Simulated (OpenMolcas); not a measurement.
# Fe³⁺ among point charges: CASSCF and CASPT2 levels and susceptibility

How does a field of 6 point charges split the states of Fe³⁺, and what χT follows?

The numbers are computed with OpenMolcas 26.06 (state-averaged CASSCF and CASPT2, spin-orbit coupling by RASSI with atomic mean-field integrals), except any that are marked as measured or tabulated.

## Step 1: What is computed

| Item | Value |
| --- | --- |
| Species | Fe³⁺ (iron, Z = 26, 23 electrons) |
| Basis | ANO-RCC-VDZP [5s4p2d1f], 34 functions |
| Scalar Hamiltonian | DKH2, point nucleus |
| Inactive shells | 1s 2s 2p 3s 3p |
| Active space | 5 electrons in 5 orbitals (3d) |
| Some configurations of this space | 3d⁵ |
| Orbitals | optimised for each spin and parity, averaged over all roots |

The outer shells:

3d5
```
3d [↑ ][↑ ][↑ ][↑ ][↑ ]
```

The ion sits among 6 point charges of -2 e arranged as a trigonal antiprism (D3d), 1.92 Å from the ion, with a polar angle of 58.6° against the regular 54.74°.

Each step is its own input file, run in one work folder so that later steps find the files of earlier ones. Labels, J, g values, rates, χT and fits are worked out afterwards by a script from the matrices that RASSI stores. The input lists half of the charges; inversion (Group=XYZ) makes the rest.

## Step 2: One- and two-electron integrals

Contents of a.inp:

```
&GATEWAY
Coord
1

Fe 0.0 0.0 0.0
Basis=ANO-RCC-VDZP
Group=XYZ
NoMove
AngMom=0.0 0.0 0.0
AMFI
XField
3 Angstrom 0
0.000000 1.638243 1.001279 -2.000000
1.418760 -0.819121 1.001279 -2.000000
1.418760 0.819121 -1.001279 -2.000000
&SEWARD
```

Run with:

```sh
$ OMP_NUM_THREADS=1 MOLCAS_MEM=1689 MOLCAS_PROJECT=a pymolcas a.inp > a.log
```

What it wrote:

```text
Basis set label: FE.ANO-RCC...5S4P2D1F.

      Electronic valence basis set:
      ------------------
      Associated Effective Charge  26.000000 au
      Associated Actual Charge     26.000000 au
      Nuclear Model: Point charge

      Shell  nPrim  nBasis  Cartesian Spherical Contaminant
         s      21       5        X
         p      15       4        X
         d      10       2                 X
         f       6       1                 X
                  Relativistic Douglas-Kroll-Hess integrals:
                    - DKH order of Hamiltonian: 2
                    - DKH order of Properties : 0
                  Atomic mean-field integrals
```

## Step 3: CASSCF: sextets of even parity, 1 root

Contents of a.inp:

```
&RASSCF
FileOrb=start.orb
Symmetry=1
Spin=6
nActEl=5 0 0
Inactive=3 6
Ras2=5 0
CIRoot=1 1 1
SDav=1
CIMx=300
Iter=120 100
PrWF=0.3
OrbListing=Nothing
MaxOrb=0
>>> COPY $Project.JobIph JOB001
```

Run with:

```sh
$ OMP_NUM_THREADS=1 MOLCAS_MEM=1689 MOLCAS_PROJECT=a pymolcas a.inp > a.log
```

start.orb holds the contracted functions of the basis, ordered by shell, or the orbitals of the step before.

What it wrote, shortened:

```text
[...]
      Number of active orbitals                  5
[...]
      Spin quantum number                      2.5
[...]
      Active orbitals                            5   0
[...]
      Number of CSFs                             1
      Number of root(s) required                 1
[...]
      Convergence after  9 iterations
[...]
      Natural orbitals and occupation numbers for root  1
      sym 1:   1.000000   1.000000   1.000000   1.000000   1.000000
::    RASSCF root number  1 Total energy:  -1279.40392139
```

## Step 4: CASSCF: quartets of even parity, 24 roots

Contents of a.inp:

```
&RASSCF
FileOrb=start.orb
Symmetry=1
Spin=4
nActEl=5 0 0
Inactive=3 6
Ras2=5 0
CIRoot=24 24 1
SDav=24
CIMx=300
Iter=120 100
PrWF=0.3
OrbListing=Nothing
MaxOrb=0
>>> COPY $Project.JobIph JOB002
```

Run with:

```sh
$ OMP_NUM_THREADS=1 MOLCAS_MEM=1689 MOLCAS_PROJECT=a pymolcas a.inp > a.log
```

What it wrote, shortened:

```text
[...]
      Number of active orbitals                  5
[...]
      Spin quantum number                      1.5
[...]
      Active orbitals                            5   0
[...]
      Number of CSFs                            24
      Number of root(s) required                24
[...]
      Convergence after  7 iterations
[...]
      Natural orbitals and occupation numbers for root  1
      sym 1:   1.164146   1.623908   0.834987   0.376525   1.000435
      Natural orbitals and occupation numbers for root  2
      sym 1:   1.150355   0.366754   1.621124   0.849645   1.012122
      Natural orbitals and occupation numbers for root  3
      sym 1:   0.608451   1.000000   1.391549   1.391549   0.608451
::    RASSCF root number  1 Total energy:  -1279.24399628
::    RASSCF root number  2 Total energy:  -1279.24399628
::    RASSCF root number  3 Total energy:  -1279.24304036
[...]
::    RASSCF root number 21 Total energy:  -1279.11431625
::    RASSCF root number 22 Total energy:  -1279.11420362
::    RASSCF root number 23 Total energy:  -1279.11185196
::    RASSCF root number 24 Total energy:  -1279.11185195
```

## Step 5: Reference wave functions, doublets of even parity, 75 roots

Contents of a.inp:

```
&RASSCF
FileOrb=start.orb
Symmetry=1
Spin=2
nActEl=5 0 0
Inactive=3 6
Ras2=5 0
CIRoot=75 75 1
SDav=75
CIMx=300
Iter=120 100
PrWF=0.3
OrbListing=Nothing
MaxOrb=0
>>> COPY $Project.JobIph JOB003
```

Run with:

```sh
$ OMP_NUM_THREADS=1 MOLCAS_MEM=1689 MOLCAS_PROJECT=a pymolcas a.inp > a.log
```

What it wrote, shortened:

```text
[...]
      Number of active orbitals                  5
[...]
      Spin quantum number                      0.5
[...]
      Active orbitals                            5   0
[...]
      Number of CSFs                            75
      Number of root(s) required                75
[...]
      Convergence after  7 iterations
[...]
      Natural orbitals and occupation numbers for root  1
      sym 1:   1.640621   0.353873   1.640618   1.011025   0.353863
      Natural orbitals and occupation numbers for root  2
      sym 1:   1.634204   0.344437   1.602846   0.388821   1.029693
      Natural orbitals and occupation numbers for root  3
      sym 1:   0.365537   1.639924   0.366540   1.031791   1.596208
::    RASSCF root number  1 Total energy:  -1279.17434526
::    RASSCF root number  2 Total energy:  -1279.17433424
::    RASSCF root number  3 Total energy:  -1279.17433424
[...]
::    RASSCF root number 27 Total energy:  -1279.11379485
::    RASSCF root number 28 Total energy:  -1279.11275042
::    RASSCF root number 29 Total energy:  -1279.10822706
::    RASSCF root number 30 Total energy:  -1279.10822704
```

## Step 6: State interaction with spin-orbit coupling

Contents of a.inp:

```
&RASSI
NrOfJobIphs=3 1 24 75
1
1 2 3 4 5 6 7 8 9 10 11 12 13 14 15 16 17 18 19 20 21 22 23 24
1 2 3 4 5 6 7 8 9 10 11 12 13 14 15 16 17 18 19 20 21 22 23 24 25 26 27
28 29 30 31 32 33 34 35 36 37 38 39 40 41 42 43 44 45 46 47 48 49 50 51
52 53 54 55 56 57 58 59 60 61 62 63 64 65 66 67 68 69 70 71 72 73 74 75
IphNames
JOB001
JOB002
JOB003
EJob
SpinOrbit
DIPRint=1.0
SOCoupling=1000.0
Subsets=2
Property=9
'ANGMOM' 1 'ANGMOM' 2 'ANGMOM' 3 'MLTPL  1' 1 'MLTPL  1' 2 'MLTPL  1' 3
'AMFI' 1 'AMFI' 2 'AMFI' 3
SOProperty=3
'ANGMOM' 1 'ANGMOM' 2 'ANGMOM' 3
```

What it wrote, shortened:

```text
SPIN-FREE ENERGIES:
  (Shifted by EMIN (a.u.) =      -1279.4039213864)
 SF State       Relative EMIN(au)   Rel lowest level(eV)    D:o, cm**(-1)      L_eff
     1             0.0000000000        0.0000000000              0.0000         0.0
     2             0.1599251081        4.3517838883          35099.5042         3.6
     3             0.1599251089        4.3517839091          35099.5043         3.6
     4             0.1608810310        4.3777958753          35309.3050         3.6
     5             0.1669973967        4.5442306646          36651.6921         4.0
     6             0.1669974020        4.5442308089          36651.6933         4.0
     7             0.1677087239        4.5635868621          36807.8103         4.0
     8             0.1692350124        4.6051192884          37142.7920         4.0
     9             0.1692350163        4.6051193941          37142.7928         4.0
    10             0.1696815340        4.6172697614          37240.7921         4.0
[...]
Eigenvalues of complex Hamiltonian:
   -----------------------------------
  (Shifted by EMIN (a.u.) =      -1279.4039213864)
 SO State       Relative EMIN(au)   Rel lowest level(eV)    D:o, cm**(-1)     J-value
     1            -0.0001323334        0.0000000000              0.0000         2.5
     2            -0.0001323334        0.0000000000              0.0000         2.5
     3            -0.0001318474        0.0000132261              0.1067         2.1
     4            -0.0001318474        0.0000132261              0.1067         2.1
     5            -0.0001308791        0.0000395745              0.3192         1.2
     6            -0.0001308791        0.0000395745              0.3192         1.2
     7             0.1595924799        4.3463335892          35055.5445         3.4
     8             0.1595924799        4.3463335892          35055.5445         3.4
     9             0.1596709084        4.3484677369          35072.7576         3.6
    10             0.1596709084        4.3484677369          35072.7576         3.6
    11             0.1597471004        4.3505410282          35089.4798         3.6
[...]
```

Time for these steps: 25 s (1 thread of Arm Neoverse V1, shared host).

Spin-free states, with their symmetry labels:

```tsv
state	degeneracy	E (cm-1)	free-ion L (%)
6A1	1	0	S (100)
4E	2	35100	G (79)
4A2	1	35309	G (80)
4E	2	36652	G (98)
4A1	1	36808	G (99)
4E	2	37143	G (98)
4A1	1	37241	G (100)
4E	2	43669	P (58)
4E	2	44974	D (94)
4A2	1	45125	P (80)
4A1	1	45743	D (96)
4E	2	47491	D (74)
2A1	1	50386	I (76)
2E	2	50389	I (75)
2A2	1	51327	I (86)
2E	2	51648	I (89)
2E	2	51952	I (91)
2A2	1	51979	I (90)
2A1	1	52205	I (93)
2E	2	52438	I (97)
2A1	1	53045	I (100)
2A1	1	57186	D (55)
2E	2	57214	D (52)
2E	2	58619	D (77)
```

With spin-orbit coupling:

```tsv
E (cm-1)	Degeneracy	Label	2S+1	g
0.0	2	E1/2	6	2.00 6.01 6.01
0.1	2	E3/2	6	0.00 0.00 6.01
0.3	2	E1/2	6	0.00 0.00 10.01
35056	2	E1/2	4	0.40 0.40 4.62
35073	2	E3/2	4	0.00 0.00 2.07
35089	2	E1/2	4	2.01 2.01 2.33
35105	2	E1/2	4	1.97 1.97 4.94
35304	2	E3/2	4	0.00 0.00 5.71
35319	2	E1/2	4	1.94 3.51 3.51
36552	2	E1/2	4	1.48 1.48 2.27
36614	2	E1/2	4	1.63 2.88 2.88
36665	2	E3/2	4	0.00 0.00 5.58
36733	2	E1/2	4	0.01 0.01 9.58
36819	2	E1/2	4	1.92 5.57 5.57
36822	2	E3/2	4	0.00 0.00 5.80
37114	2	E1/2	4	0.01 0.01 8.48
37137	2	E3/2	4	0.00 0.00 4.56
37151	2	E1/2	4	1.02 2.76 2.76
37168	2	E1/2	4	2.64 2.64 3.24
37238	2	E3/2	4	0.00 0.00 6.23
37243	2	E1/2	4	2.12 3.86 3.86
43267	2	E1/2	4	1.14 1.14 3.84
43369	2	E1/2	4	0.05 0.70 0.70
43534	2	E3/2	4	0.00 0.00 3.77
```

The table of states holds 24 of 67 computed; the rest, higher up, is left out. Principal g values are given for doublets only; a zero marks a field direction without first-order Zeeman splitting.

Powder χT (cm³ K/mol): 4.38 at 2 K, 4.39 at 5 K, 4.39 at 10 K, 4.39 at 20 K, 4.39 at 50 K, 4.39 at 100 K, 4.39 at 150 K, 4.39 at 200 K, 4.39 at 250 K, 4.39 at 300 K.

[end of part 1 of 2]
